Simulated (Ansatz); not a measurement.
# HfO2: band gap under strain

How does strain move the band edges of HfO2 in the database structure, and do the functionals agree on it? States: +2.0 % biaxial strain in x and y, free along z; +3.0 % biaxial strain in x and y, free along z; +4.0 % biaxial strain in x and y, free along z.

The runs shown are made with Ansatz 0.2.0. PAW datasets, plane waves. No spin polarisation and no zero-point or thermal motion.

## 1. The system as given

The unstrained cell was relaxed with r2SCAN; in each strained cell the atoms were relaxed again with r2SCAN. Names of k-points are those of the unstrained zone, where strain can split equivalent points. First state: +2.0 % biaxial strain in x and y, free along z.

The symmetry is P4_2/nmc (No. 137, tetragonal); conventional cell a = 3.648 Å, c = 5.162 Å, 11.45 Å³ an atom. Around Hf lie 4 O at 2.08 Å; around O lie 2 Hf at 2.08 Å.

Coordinates:

```
CELL_PARAMETERS angstrom
3.64823 0.00000 0.00000
0.00000 3.64823 0.00000
0.00000 0.00000 5.16244
ATOMIC_POSITIONS crystal
Hf 0.50000 0.50000 0.50000
Hf 0.00000 0.00000 0.00000
O 0.00000 0.50000 0.69333
O 0.50000 0.00000 0.80667
O 0.50000 0.00000 0.30667
O 0.00000 0.50000 0.19333
```

From earlier runs on the unstrained cell: PBE 4.73 eV, r2SCAN 5.26 eV, HSE06 6.37 eV, r2SCAN+SOC 5.27 eV; a = 3.577 Å, c = 5.202 Å.

## 2. +2.0 % biaxial strain in x and y, free along z: PBE

Input file input.yaml:

```yaml
crystal:
  lattice:
    - [3.6482265184, 0.0, 0.0]
    - [0.0, 3.6482265184, 0.0]
    - [0.0, 0.0, 5.1624392415]
  atoms:
    - { symbol: Hf, position: [0.5, 0.5, 0.5] }
    - { symbol: Hf, position: [0.0, 0.0, 0.0] }
    - { symbol: O, position: [0.0, 0.5, 0.6933325864] }
    - { symbol: O, position: [0.5, 0.0, 0.8066674136] }
    - { symbol: O, position: [0.5, 0.0, 0.3066674136] }
    - { symbol: O, position: [0.0, 0.5, 0.1933325864] }
kpoints:
  mp_grid: { grid: [8, 8, 6] }
  band_path:
    path:
      - [0.0, 0.0, 0.0]
      - [0.0, 0.5, 0.0]
      - [0.5, 0.5, 0.0]
      - [0.0, 0.0, 0.5]
      - [0.0, 0.5, 0.5]
      - [0.5, 0.5, 0.5]
      - [0.203125, 0.213542, 0.0]
    npoints: 1
hamiltonian:
  xc: pbe
scf:
  occupations: { method: fermi_dirac, width: 0.02 }
  n_extra_bands: 5
output:
  forces: true
  stress: true
  eigenvalues: true
```

Command:

```bash
ansatz run input.yaml --threads 2 --pin off --max-ram 29491MiB --backend cpu --events-out ev --progress --plain --runs-dir out
```

Further steps of the session: +2.0 % biaxial strain in x and y, free along z: r2SCAN; +2.0 % biaxial strain in x and y, free along z: HSE06; +2.0 % biaxial strain in x and y, free along z: r2SCAN+SOC; +2.0 % biaxial strain in x and y, free along z: r2SCAN; +3.0 % biaxial strain in x and y, free along z: PBE; +3.0 % biaxial strain in x and y, free along z: r2SCAN; +3.0 % biaxial strain in x and y, free along z: HSE06; +3.0 % biaxial strain in x and y, free along z: r2SCAN+SOC; +3.0 % biaxial strain in x and y, free along z: r2SCAN; +4.0 % biaxial strain in x and y, free along z: PBE; +4.0 % biaxial strain in x and y, free along z: r2SCAN; +4.0 % biaxial strain in x and y, free along z: HSE06; +4.0 % biaxial strain in x and y, free along z: r2SCAN+SOC; +4.0 % biaxial strain in x and y, free along z: r2SCAN.

**Question.** What will these runs give?

The runs gave:

Least gap in eV (negative: overlap), with the change from the unstrained cell in brackets:

| state | volume change (%) | PBE | r2SCAN | HSE06 |
| --- | --- | --- | --- | --- |
| +2.0 % biaxial strain in x and y, free along z | +3.2 | 4.34 (-0.39) | 4.89 (-0.37) | 6.03 (-0.34) |
| +3.0 % biaxial strain in x and y, free along z | +4.9 | 4.13 (-0.60) | 4.67 (-0.59) | 5.80 (-0.57) |
| +4.0 % biaxial strain in x and y, free along z | +6.7 | 3.93 (-0.80) | 4.46 (-0.80) | 5.59 (-0.78) |

In words: With HSE06, of the states in the table +4.0 % biaxial strain in x and y, free along z shifts the gap most, by -0.781 eV. PBE and HSE06 differ by 1.64 eV on the unstrained gap, and by at most 0.04 eV on its change: PBE follows the response to strain far better than the gap itself. Spin-orbit coupling is left out of the table, though the cell holds Hf (Z = 72); in an element this heavy it can shift bands and gaps by tenths of an eV.
